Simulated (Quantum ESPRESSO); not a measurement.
# BiTe (R-3m) in Quantum ESPRESSO: notebook, part 2 of 2

Quantum ESPRESSO 7.5.

**6. Single point, LDA, 33.72 Å³/atom**

Input file pw.in:

```
&CONTROL
  calculation = 'scf'
  prefix = 'pwscf'
  outdir = './tmp'
  pseudo_dir = './pseudo'
  tprnfor = .true.
  tstress = .true.
  disk_io = 'nowf'
/
&SYSTEM
  ibrav = 0
  nat = 2
  ntyp = 2
  ecutwfc = 80
  nbnd = 23
  occupations = 'smearing'
  smearing = 'fd'
  degauss = 0.00367493
/
&ELECTRONS
  conv_thr = 4d-10
  electron_maxstep = 120
  mixing_beta = 0.5
/
ATOMIC_SPECIES
Bi   208.9804 Bi.upf
Te   127.6000 Te.upf
CELL_PARAMETERS angstrom
   2.4227077728    1.3987509848    3.3172919545
  -2.4227077728    1.3987509848    3.3172919545
   0.0000000000   -2.7975019696    3.3172919545
ATOMIC_POSITIONS crystal
Bi     0.5000000000    0.5000000000    0.5000000000
Te     0.0000000000    0.0000000000    0.0000000000
K_POINTS automatic
7 7 7 0 0 0
```

Potentials or basis: PseudoDojo 0.4.1 SR LDA standard.

On the command line:

```
$ OMP_NUM_THREADS=1 mpirun -n 2 pw.x -nk 2 -in pw.in > pw.out
```

Wall time 31 s (2 MPI ranks of Arm Neoverse V2, shared host); peak memory 0.24 GiB.

It converged, with:

| Quantity | Value |
| --- | --- |
| Free energy | -5076.4752 eV |
| Pressure | -3.4 GPa |
| Band gap on the k mesh | none (metal or under the smearing width) |

Caveat: spin-orbit coupling is left out, which moves the levels of the heavy elements.

**7. Single point, LDA, 34.40 Å³/atom**

Edit pw.in of step 6 so:

```diff
@@ -28,5 +28,5 @@
 CELL_PARAMETERS angstrom
-   2.4227077728    1.3987509848    3.3172919545
-  -2.4227077728    1.3987509848    3.3172919545
-   0.0000000000   -2.7975019696    3.3172919545
+   2.4387526627    1.4080145063    3.3392614156
+  -2.4387526627    1.4080145063    3.3392614156
+   0.0000000000   -2.8160290126    3.3392614156
 ATOMIC_POSITIONS crystal
```

On the command line:

```
$ OMP_NUM_THREADS=1 mpirun -n 2 pw.x -nk 2 -in pw.in > pw.out
```

Wall time 31 s (2 MPI ranks of Arm Neoverse V2, shared host); peak memory 0.24 GiB.

The run converged. Its results:

```yaml
Free_energy: -5076.4434 eV
Pressure: -4.2 GPa
Band_gap_on_the_k_mesh: none (metal or under the smearing width)
```

Caveat: spin-orbit coupling is left out, which moves the levels of the heavy elements.

**8. Single point, LDA, 35.07 Å³/atom**

Edit pw.in of step 7 so:

```diff
@@ -28,5 +28,5 @@
 CELL_PARAMETERS angstrom
-   2.4387526627    1.4080145063    3.3392614156
-  -2.4387526627    1.4080145063    3.3392614156
-   0.0000000000   -2.8160290126    3.3392614156
+   2.4545891627    1.4171577139    3.3609455389
+  -2.4545891627    1.4171577139    3.3609455389
+   0.0000000000   -2.8343154277    3.3609455389
 ATOMIC_POSITIONS crystal
```

On the command line:

```
$ OMP_NUM_THREADS=1 mpirun -n 2 pw.x -nk 2 -in pw.in > pw.out
```

Wall time 31 s (2 MPI ranks of Arm Neoverse V2, shared host); peak memory 0.24 GiB.

The run converged. Its results:

- Free energy: -5076.4053 eV
- Pressure: -4.9 GPa
- Band gap on the k mesh: none (metal or under the smearing width)

Caveat: spin-orbit coupling is left out, which moves the levels of the heavy elements.

**9. Single point, LDA, 35.75 Å³/atom**

Edit pw.in of step 8 so:

```diff
@@ -28,5 +28,5 @@
 CELL_PARAMETERS angstrom
-   2.4545891627    1.4171577139    3.3609455389
-  -2.4545891627    1.4171577139    3.3609455389
-   0.0000000000   -2.8343154277    3.3609455389
+   2.4702239101    1.4261844395    3.3823534125
+  -2.4702239101    1.4261844395    3.3823534125
+   0.0000000000   -2.8523688790    3.3823534125
 ATOMIC_POSITIONS crystal
```

Potentials or basis: PseudoDojo 0.4.1 SR LDA standard.

On the command line:

```
$ OMP_NUM_THREADS=1 mpirun -n 2 pw.x -nk 2 -in pw.in > pw.out
```

Run time: 31 s. Hardware: 2 MPI ranks of Arm Neoverse V2, shared host; peak memory 0.24 GiB.

The run converged. Its results:

```yaml
Free_energy: -5076.3615 eV
Pressure: -5.5 GPa
Band_gap_on_the_k_mesh: none (metal or under the smearing width)
```

Caveat: spin-orbit coupling is left out, which moves the levels of the heavy elements.

**10. Equation of state, LDA**

This step only gathers the single runs of the series.

Results:

* Equilibrium volume: 31.52 Å³/atom (rough: see the caveat)
* Bulk modulus at fixed shape and positions: 58 GPa (rough)

Energy against volume, from the lowest point:
| volume (Å³/atom) | energy (meV/atom) |
| --- | --- |
| 31.701 | 0.00 |
| 32.376 | 3.80 |
| 33.050 | 12.13 |
| 33.725 | 24.47 |
| 34.399 | 40.38 |
| 35.074 | 59.45 |
| 35.748 | 81.32 |

Caveat: the minimum lies outside the volumes run; the cell was scaled at fixed shape and fractional positions, which overstates the stiffness of a crystal with free parameters, most of all of layers and chains; spin-orbit coupling is left out, which moves the levels of the heavy elements.

**11. Band structure, LDA**

Edit pw.in of step 9 so:

```diff
@@ -7,3 +7,3 @@
   tstress = .true.
-  disk_io = 'nowf'
+  disk_io = 'low'
 /
@@ -11,2 +11,3 @@
   ibrav = 0
+  celldm(1) = 8
   nat = 2
@@ -27,6 +28,6 @@
 Te   127.6000 Te.upf
-CELL_PARAMETERS angstrom
-   2.4702239101    1.4261844395    3.3823534125
-  -2.4702239101    1.4261844395    3.3823534125
-   0.0000000000   -2.8523688790    3.3823534125
+CELL_PARAMETERS alat
+  0.5722817713243   0.3304070347278   0.7835966586787
+ -0.5722817713243   0.3304070347278   0.7835966586787
+  0.0000000000000  -0.6608140694556   0.7835966586787
 ATOMIC_POSITIONS crystal
```

Input file bands.in:

```
&CONTROL
  calculation = 'bands'
  prefix = 'pwscf'
  outdir = './tmp'
  pseudo_dir = './pseudo'
  disk_io = 'low'
  verbosity = 'high'
/
&SYSTEM
  ibrav = 0
  celldm(1) = 8
  nat = 2
  ntyp = 2
  ecutwfc = 80
  nbnd = 23
  occupations = 'smearing'
  smearing = 'fd'
  degauss = 0.00367493
/
&ELECTRONS
  conv_thr = 1d-08
  electron_maxstep = 120
  mixing_beta = 0.5
  diago_full_acc = .true.
  startingwfc = 'random'
/
ATOMIC_SPECIES
Bi   208.9804 Bi.upf
Te   127.6000 Te.upf
CELL_PARAMETERS alat
  0.5722817713243   0.3304070347278   0.7835966586787
 -0.5722817713243   0.3304070347278   0.7835966586787
  0.0000000000000  -0.6608140694556   0.7835966586787
ATOMIC_POSITIONS crystal
Bi     0.5000000000    0.5000000000    0.5000000000
Te     0.0000000000    0.0000000000    0.0000000000
K_POINTS crystal
60
 0.0000000000  0.0000000000  0.0000000000 1
 0.0714285714  0.0000000000  0.0000000000 1
 0.1428571429  0.0000000000  0.0000000000 1
 0.2142857143  0.0000000000  0.0000000000 1
 0.2857142857  0.0000000000  0.0000000000 1
 0.3571428571  0.0000000000  0.0000000000 1
 0.4285714286  0.0000000000  0.0000000000 1
 0.5000000000  0.0000000000  0.0000000000 1
 0.5000000000  0.0407421422 -0.0407421422 1
 0.5000000000  0.0814842844 -0.0814842844 1
 0.5000000000  0.1222264266 -0.1222264266 1
 0.5000000000  0.1629685688 -0.1629685688 1
 0.5000000000  0.2037107110 -0.2037107110 1
 0.5000000000  0.2444528532 -0.2444528532 1
 0.5000000000  0.2851949954 -0.2851949954 1
 0.7148050046  0.5000000000  0.2851949954 1
 0.6718440037  0.5000000000  0.3281559963 1
 0.6288830028  0.5000000000  0.3711169972 1
 0.5859220019  0.5000000000  0.4140779981 1
 0.5429610009  0.5000000000  0.4570389991 1
 0.5000000000  0.5000000000  0.5000000000 1
 0.4444444444  0.4444444444  0.4444444444 1
 0.3888888889  0.3888888889  0.3888888889 1
 0.3333333333  0.3333333333  0.3333333333 1
 0.2777777778  0.2777777778  0.2777777778 1
 0.2222222222  0.2222222222  0.2222222222 1
 0.1666666667  0.1666666667  0.1666666667 1
 0.1111111111  0.1111111111  0.1111111111 1
 0.0555555556  0.0555555556  0.0555555556 1
 0.0000000000  0.0000000000  0.0000000000 1
 0.0392597498  0.0000000000 -0.0392597498 1
 0.0785194995  0.0000000000 -0.0785194995 1
 0.1177792493  0.0000000000 -0.1177792493 1
 0.1570389991  0.0000000000 -0.1570389991 1
 0.1962987488  0.0000000000 -0.1962987488 1
 0.2355584986  0.0000000000 -0.2355584986 1
 0.2748182484  0.0000000000 -0.2748182484 1
 0.3140779981  0.0000000000 -0.3140779981 1
 0.3533377479  0.0000000000 -0.3533377479 1
 0.3925974977  0.0000000000 -0.3925974977 1
 0.6074025023  0.3925974977  0.0000000000 1
 0.5537012512  0.4462987488  0.0000000000 1
 0.5000000000  0.5000000000  0.0000000000 1
 0.5268506256  0.5268506256  0.0712987488 1
 0.5537012512  0.5537012512  0.1425974977 1
 0.5805518767  0.5805518767  0.2138962465 1
 0.6074025023  0.6074025023  0.2851949954 1
 0.5859220019  0.5859220019  0.3281559963 1
 0.5644415014  0.5644415014  0.3711169972 1
 0.5429610009  0.5429610009  0.4140779981 1
 0.5214805005  0.5214805005  0.4570389991 1
 0.5000000000  0.5000000000  0.5000000000 1
 0.5000000000  0.0000000000  0.0000000000 1
 0.5306864292  0.0560853568  0.0560853568 1
 0.5613728585  0.1121707136  0.1121707136 1
 0.5920592877  0.1682560704  0.1682560704 1
 0.6227457169  0.2243414272  0.2243414272 1
 0.6534321462  0.2804267841  0.2804267841 1
 0.6841185754  0.3365121409  0.3365121409 1
 0.7148050046  0.3925974977  0.3925974977 1
```

On the command line:

```
$ OMP_NUM_THREADS=1 mpirun -n 2 pw.x -nk 2 -in pw.in > pw.out
$ OMP_NUM_THREADS=1 mpirun -n 2 pw.x -nk 2 -in bands.in > bands.out
```

Run time: 75 s. Hardware: 2 MPI ranks of Arm Neoverse V2, shared host; peak memory 0.24 GiB.

It converged, with:

* Free energy: -5076.4752 eV
* Pressure: -3.4 GPa
* Band gap on the k mesh: none (metal or under the smearing width)

Stress tensor (GPa, compression positive):
```
-3.57  0.00  0.00
 0.00 -3.57  0.00
 0.00  0.00 -3.01
```

Levels at the corners of the path, in eV from the Fermi level:
```tsv
point	band 11	band 12	band 13	band 14	band 15	band 16	band 17	band 18	band 19	band 20
Γ	-13.52	-8.39	-2.87	-2.87	-1.56	1.87	2.49	2.49	4.15	4.15
L	-11.61	-11.42	-1.81	-1.79	-1.01	-0.99	-0.61	0.28	6.83	6.91
B1	-11.16	-10.92	-4.83	-4.83	-1.72	-0.62	3.18	3.56	5.59	5.78
B	-11.16	-10.92	-4.83	-4.83	-1.72	-0.62	3.18	3.56	5.59	5.78
Z	-11.28	-11.02	-2.30	-2.30	-2.21	-1.58	-1.27	-1.27	8.00	8.62
Γ	-13.52	-8.39	-2.87	-2.87	-1.56	1.87	2.49	2.49	4.15	4.15
X	-11.51	-10.67	-5.31	-3.71	-2.93	2.05	2.38	3.28	4.18	8.59
Q	-11.51	-10.67	-5.31	-3.71	-2.93	2.05	2.38	3.28	4.18	8.59
F	-11.75	-10.05	-5.57	-4.45	-3.26	2.47	3.04	3.56	4.52	8.43
P1	-11.28	-10.78	-5.04	-3.73	-3.28	0.93	1.30	3.42	5.17	7.40
Z	-11.28	-11.02	-2.30	-2.30	-2.21	-1.58	-1.27	-1.27	8.00	8.62
L	-11.61	-11.42	-1.81	-1.79	-1.01	-0.99	-0.61	0.28	6.83	6.91
P	-11.28	-10.78	-5.04	-3.73	-3.28	0.93	1.30	3.42	5.17	7.40
```

Caveat: spin-orbit coupling is left out, which moves the levels of the heavy elements.

**12. The runs side by side**

```tsv
task	level	potentials or basis	form of the LDA correlation	gap on the mesh (eV)	pressure (GPa)
band structure	PBEsol	PseudoDojo 0.4.1 SR PBEsol standard	-	none	-2.3
equation of state	LDA	PseudoDojo 0.4.1 SR LDA standard	PW92	-	-
band structure	LDA	PseudoDojo 0.4.1 SR LDA standard	PW92	none	-3.4
```

Alike in all rows: no spin polarisation; cell as given; k mesh 7 × 7 × 7; cutoff (eV) 1088; smearing fermi-dirac 0.05 eV.

Caveats: spin-orbit coupling is left out, which moves the levels of the heavy elements; the minimum lies outside the volumes run (some runs); the cell was scaled at fixed shape and fractional positions, which overstates the stiffness of a crystal with free parameters, most of all of layers and chains (some runs).

Total energies depend on the potentials used, so only differences within one code and one set of settings carry meaning.
